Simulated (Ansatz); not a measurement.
# Al3Ag5: the cost of one run

Program: Ansatz 0.2.0. Level of theory: DFT PBE, scalar-relativistic, plane waves, PAW. These are calculated values, not measurements.

**1. The system as given**

Symmetry: P6/mmm, No. 191, hexagonal system. Conventional cell: a = 5.817 Å, b = 5.817 Å, c = 6.021 Å, α = 90.00°, β = 90.00°, γ = 120.00°. Al (site symmetry mmm) is surrounded by 4 Ag at 2.10 Å. Around Ag (site symmetry 3m) lie 3 Al at 2.10 Å. Ag (site symmetry 6/mmm) has 6 Al at 2.91 Å in its first shell of neighbours.

Structure file:

```
CELL_PARAMETERS angstrom
5.81702 0.00000 0.00000
-2.90851 5.03769 0.00000
0.00000 0.00000 6.02082
ATOMIC_POSITIONS crystal
Al 0.50000 0.00000 0.00000
Al 0.00000 0.50000 0.00000
Al 0.50000 0.50000 0.00000
Ag 0.33333 0.66667 0.21078
Ag 0.66667 0.33333 0.21078
Ag 0.66667 0.33333 0.78922
Ag 0.33333 0.66667 0.78922
Ag 0.00000 0.00000 0.00000
```

Recipe of the guess: random cell by space group and Wyckoff sites (P6/mmm, No. 191). Lengths come from tabulated atomic sizes and are only a guess.

**2. A first look at the guess**

Contents of input.yaml:

```yaml
crystal:
  lattice:
    - [5.81702318, 0.0, 0.0]
    - [-2.90851159, 5.03768984, 0.0]
    - [0.0, 0.0, 6.02081896]
  atoms:
    - { symbol: Al, position: [0.5, 0.0, 0.0] }
    - { symbol: Al, position: [0.0, 0.5, 0.0] }
    - { symbol: Al, position: [0.5, 0.5, 0.0] }
    - { symbol: Ag, position: [0.33333333, 0.66666667, 0.21078414] }
    - { symbol: Ag, position: [0.66666667, 0.33333333, 0.21078414] }
    - { symbol: Ag, position: [0.66666667, 0.33333333, 0.78921586] }
    - { symbol: Ag, position: [0.33333333, 0.66666667, 0.78921586] }
    - { symbol: Ag, position: [0.0, 0.0, 0.0] }
basis:
  ecutwfc: 420
kpoints:
  mp_grid: { grid: [3, 3, 4] }
hamiltonian:
  xc: pbe
scf:
  occupations: { method: gaussian, width: 0.1 }
  lower_state_search: "off"
output:
  forces: true
  stress: true
  eigenvalues: true
```

Started as:

```
$ ansatz run input.yaml --threads 1 --pin off --max-ram 2560MiB --backend cpu --events-out ev --progress --plain --runs-dir out
```

What time and memory should one allow on 1 thread of Intel Xeon Platinum 8488C (Sapphire Rapids), shared host?

About 3.4 s, with a peak of 0.46 GiB.
